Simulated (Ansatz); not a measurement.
**A workflow on As4 (arsenic tetramer)**

Wanted: a series of 20 runs (HF/STO-3G, UHF/STO-3G, HF/3-21G, UHF/3-21G, HF/6-31G*, UHF/6-31G*, B3LYP/6-31G*, PBE/def2-SVP, and more) of As4. 

The calculation is run with Ansatz 0.2.0.

### Step 1. The molecule

The species is As4 (4 atoms), meant as a singlet with charge 0. SMILES: `[As]12[As]3[As]1[As]23`. Geometry: relaxed at PBE0-D4/def2-TZVP. The run starts from this shape.

Bond lengths: As1–As2 2.424 Å, As1–As3 2.424 Å, As2–As3 2.424 Å, As1–As4 2.424 Å, As2–As4 2.424 Å, As3–As4 2.424 Å. Some angles: As1–As2–As3 60.0°, As1–As2–As4 60.0°, As3–As2–As4 60.0°, As2–As1–As3 60.0°, As2–As1–As4 60.0°, As3–As1–As4 60.0°, As1–As3–As2 60.0°, As1–As3–As4 60.0°, As2–As3–As4 60.0°, As1–As4–As2 60.0°.

### Step 2. A structure relaxation at HF/STO-3G (paw set gaussian, start density atoms) (run 1)

The input, molecule.yaml:

```yaml
basis:
  gaussian:
    orbitals: STO-3G
crystal:
  periodic: [false, false, false]
  atoms:
    - {symbol: As, position_ang: [0.408230, -1.037610, 0.980150]}
    - {symbol: As, position_ang: [-0.244980, 1.281220, 0.708840]}
    - {symbol: As, position_ang: [-1.243230, -0.430680, -0.687660]}
    - {symbol: As, position_ang: [1.079970, 0.187070, -1.001320]}
hamiltonian:
  xc: hf
relax:
  f_tol: 0.002
output:
  orbitals: {seedname: orbitals}
```

Run with:

```console
$ ansatz run molecule.yaml --threads 1 --pin off --max-ram 3480MiB --events-out events.jsonl --progress --plain --runs-dir runs
```

Log:

```text
Warning: RAYON_NUM_THREADS=1 ignored (pool sized by the plan → 1); use --threads N
The last accepted step is kept in runs//last_step.txt (removed where the run ends without a failure and the disk answers)
[... 43 lines left out ...]
Total energy: -240474.26371416 eV, -8837.2661921851 hartree
[... 4 lines left out ...]
Dipole moment:    -0.000000     0.000000    -0.000000 e Å
```

It took 18 s on 1 thread of Arm Neoverse V1, shared host; peak memory 0.2 GiB.

The path in brief:

```csv
step,energy from the first frame kept (eV),largest force (eV/Å)
1,0.0000,2.1543
2,-0.0627,1.8822
3,-0.1648,0.1631
4,-0.1655,0.0658
5,-0.1656,0.0003
```

After the run. Bond lengths: As1–As2 2.363 Å, As1–As3 2.363 Å, As2–As3 2.363 Å, As1–As4 2.363 Å, As2–As4 2.363 Å, As3–As4 2.363 Å. Some angles: As1–As2–As3 60.0°, As1–As2–As4 60.0°, As3–As2–As4 60.0°, As2–As1–As3 60.0°, As2–As1–As4 60.0°, As3–As1–As4 60.0°, As1–As3–As2 60.0°, As1–As3–As4 60.0°, As2–As3–As4 60.0°, As1–As4–As2 60.0°.

### Step 3. The harmonic vibrations at HF/STO-3G (paw set gaussian, start density atoms) (run 2)

The input, in.yaml:

```yaml
crystal:
  periodic: [false, false, false]
  atoms:
    - symbol: As
      position_ang: [0.397969, -1.011527, 0.955505]
    - symbol: As
      position_ang: [-0.238824, 1.249011, 0.691016]
    - symbol: As
      position_ang: [-1.211978, -0.419851, -0.670368]
    - symbol: As
      position_ang: [1.052822, 0.182367, -0.976143]
basis:
  gaussian:
    orbitals: STO-3G
hamiltonian:
  xc: hf
phonons:
  temperatures:
    t_min: 298.15
    t_max: 298.15
    t_step: 1
```

Run with:

```console
$ ansatz run in.yaml --threads 1 --pin off --max-ram 3480MiB --events-out events.jsonl --progress --plain --runs-dir runs
```

Log:

```text
Warning: RAYON_NUM_THREADS=1 ignored (pool sized by the plan → 1); use --threads N
[... 54 lines left out ...]
Total energy: -240474.26371576 eV, -8837.2661922439 hartree
[... 4 lines left out ...]
Dipole moment:    -0.000000    -0.000000    -0.000000 e Å
Vibrations: 286.18 286.18 368.73 368.73 368.73 478.36 cm⁻¹, zero-point energy 0.133711 eV
```

Wall time 24 s (1 thread of Arm Neoverse V1, shared host); peak memory 0.2 GiB.

Run 3 isn't shown in full; the table further down has it.

### Step 4. The doublet cation: a structure relaxation at UHF/STO-3G (paw set gaussian, start density atoms) (run 4)

in.yaml: that of step 3 with these lines changed.

```diff
@@ -14,8 +14,8 @@
     orbitals: STO-3G
+total_charge: 1
+magnetization:
+  spin_polarized: true
+  initial_magnetization: 1
 hamiltonian:
   xc: hf
-phonons:
-  temperatures:
-    t_min: 298.15
-    t_max: 298.15
-    t_step: 1
+relax: {}
```

Run with:

```console
$ ansatz run in.yaml --threads 1 --pin off --max-ram 3480MiB --events-out events.jsonl --progress --plain --runs-dir runs
```

Log, shortened:

```text
Warning: RAYON_NUM_THREADS=1 ignored (pool sized by the plan → 1); use --threads N
[... 1 set-up line as earlier in the session ...]
[... 68 lines left out ...]
Total energy: -240468.29892057 eV, -8837.0469900638 hartree
[... 4 lines left out ...]
Dipole moment:     0.000183     0.000272     0.001888 e Å
```

Run time: 2 min. Hardware: 1 thread of Arm Neoverse V1, shared host; peak memory 0.35 GiB.

The path in brief:

```csv
step,energy from the first frame kept (eV),largest force (eV/Å)
1,0.0000,3.4192
2,-0.5473,0.7684
3,-0.5731,0.2509
4,-0.5790,0.1524
5,-0.5821,0.0728
6,-0.2072,1.8182
7,-0.5827,0.0096
```

After the run. Bond lengths: As1–As3 2.356 Å, As2–As3 2.356 Å, As1–As4 2.356 Å, As2–As4 2.356 Å. Angles: As1–As3–As2 65.9°, As3–As1–As4 65.8°, As3–As2–As4 65.8°, As1–As4–As2 65.9°.

Runs 5 to 19 aren't shown in full; the table further down has their settings and results.

### Step 5. Vibrational wavenumbers at MP2/aug-cc-pVDZ (paw set gaussian, start density atoms) (run 20)

The input, molecule.yaml:

```yaml
crystal:
  periodic: [false, false, false]
  atoms:
    - symbol: As
      position_ang: [0.416204, -1.057876, 0.999287]
    - symbol: As
      position_ang: [-0.249767, 1.306243, 0.722679]
    - symbol: As
      position_ang: [-1.267511, -0.439089, -0.701085]
    - symbol: As
      position_ang: [1.101064, 0.190722, -1.020871]
basis:
  gaussian: {orbitals: aug-cc-pVDZ}
correlation: {method: mp2}
phonons: {temperatures: {t_min: 298.15, t_max: 298.15, t_step: 1}}
```

Run with:

```console
$ ansatz run molecule.yaml --threads 1 --pin off --max-ram 3480MiB --events-out events.jsonl --progress --plain --runs-dir runs
```

Log:

```text
Warning: RAYON_NUM_THREADS=1 ignored (pool sized by the plan → 1); use --threads N
[... 11 lines left out ...]
36 core orbitals not correlated: weight in the atoms' cores, before any rotation towards them, 1.000 or more for the frozen orbitals, at most 0.000 for the correlated occupied ones
[... 36 lines left out ...]
36 core orbitals not correlated: weight in the atoms' cores, before any rotation towards them, 1.000 or more for the frozen orbitals, at most 0.000 for the correlated occupied ones
[... 30 lines left out ...]
Dipole moment:    -0.000000    -0.000000     0.000000 e Å
[... 1 line left out ...]
Checks for a lower state left out: cluster_reference
```

Wall time 6.4 min (1 thread of Arm Neoverse V1, shared host); peak memory 0.65 GiB.

### Step 6. The series

```csv
run,level,task,walk f tol,partner,energy (Eh),dipole moment (D),wall time
1,"HF/STO-3G (paw set gaussian, start density atoms)",optimise,0.002,base,-8837.266192,0.00,18 s
2,"HF/STO-3G (paw set gaussian, start density atoms)",frequencies,–,base,-8837.266192,0.00,24 s
3,"UHF/STO-3G (paw set gaussian, start density atoms)",energy,–,cation,-8837.025545,–,46 s
4,"UHF/STO-3G (paw set gaussian, start density atoms)",optimise,–,cation,-8837.046990,–,2 min
5,"HF/3-21G (paw set gaussian, start density atoms)",optimise,0.002,base,-8893.798326,0.00,25 s
6,"HF/3-21G (paw set gaussian, start density atoms)",frequencies,–,base,-8893.798318,0.00,29 s
7,"UHF/3-21G (paw set gaussian, start density atoms)",energy,–,cation,-8893.489013,–,99 s
8,"UHF/3-21G (paw set gaussian, start density atoms)",optimise,–,cation,timeout,–,8.2 min
9,"HF/6-31G* (Cartesian functions, paw set gaussian, start density atoms)",optimise,0.002,base,-8935.714776,0.00,47 s
10,"HF/6-31G* (Cartesian functions, paw set gaussian, start density atoms)",frequencies,–,base,-8935.714776,0.00,84 s
11,"UHF/6-31G* (Cartesian functions, paw set gaussian, start density atoms)",energy,–,cation,-8935.411961,–,3.2 min
12,"UHF/6-31G* (Cartesian functions, paw set gaussian, start density atoms)",optimise,–,cation,-8935.430036,–,12 min
13,"B3LYP/6-31G* (Cartesian functions, paw set gaussian, start density atoms)",optimise,0.002,base,-8942.638352,0.00,69 s
14,"B3LYP/6-31G* (Cartesian functions, paw set gaussian, start density atoms)",frequencies,–,base,-8942.638352,0.00,1.7 min
15,"PBE/def2-SVP (paw set gaussian, start density atoms)",optimise,0.002,base,-8941.191073,0.00,19 s
16,"PBE/def2-SVP (paw set gaussian, start density atoms)",frequencies,–,base,-8941.191073,0.00,32 s
17,"MP2/6-31G* (Cartesian functions, paw set gaussian, start density atoms)",optimise,0.002,base,-8936.796486,0.00,1.8 min
18,"MP2/6-31G* (Cartesian functions, paw set gaussian, start density atoms)",frequencies,–,base,-8936.796486,0.00,3.8 min
19,"MP2/aug-cc-pVDZ (paw set gaussian, start density atoms)",optimise,0.002,base,-8937.299643,0.00,2.9 min
20,"MP2/aug-cc-pVDZ (paw set gaussian, start density atoms)",frequencies,–,base,-8937.299643,0.00,6.4 min
```

### Step 7. Outcome

| quantity | value |
| --- | --- |
| run 20, MP2/aug-cc-pVDZ: total energy | -8937.29964 Eh |
| run 20, MP2/aug-cc-pVDZ: dipole moment (correlated density) | 0.00 D |
| run 20, MP2/aug-cc-pVDZ: correlation energy (36 core orbitals frozen) | -531.4 mEh |
| run 20, MP2/aug-cc-pVDZ: largest force on an atom | 0.002 eV/Å |
| run 20, MP2/aug-cc-pVDZ: lowest harmonic wavenumber | 195 cm⁻¹ |
| run 20, MP2/aug-cc-pVDZ: highest harmonic wavenumber | 343 cm⁻¹ |
| run 20, MP2/aug-cc-pVDZ: zero-point energy | 8.9 kJ/mol |
| vertical ionisation energy (to the doublet cation), HF/STO-3G | 6.548 eV |
| vertical ionisation energy (to the doublet cation), HF/3-21G | 8.417 eV |
| vertical ionisation energy (to the doublet cation), HF/6-31G* | 8.240 eV |
| adiabatic ionisation energy (to the doublet cation, no zero-point term), HF/STO-3G | 5.965 eV |
| adiabatic ionisation energy (to the doublet cation, no zero-point term), HF/6-31G* | 7.748 eV |

In words: At HF/STO-3G: removing an electron at fixed nuclei costs 6.55 eV (151 kcal/mol). In a minimal basis such a difference can be off by several eV, whatever the method. At HF/3-21G: removing an electron at fixed nuclei costs 8.42 eV (812 kJ/mol). Its partner is spin-contaminated (⟨S²⟩ = 1.13 against 0.75), so the difference is in doubt. At HF/6-31G*: the vertical ionisation energy comes to 8.24 eV (795 kJ/mol). At HF/STO-3G: the adiabatic ionisation energy (to the doublet cation, no zero-point term) is 5.96 eV (138 kcal/mol). Totals of different functionals can't be ranked against each other. In runs 1, 2, 3, 4 the basis is minimal, so the values are rough. Spin contamination of the reference: run 7 ⟨S²⟩ = 1.13. All runs together took 50 min, the longest 12 min. 1 of the 20 runs did not end normally.
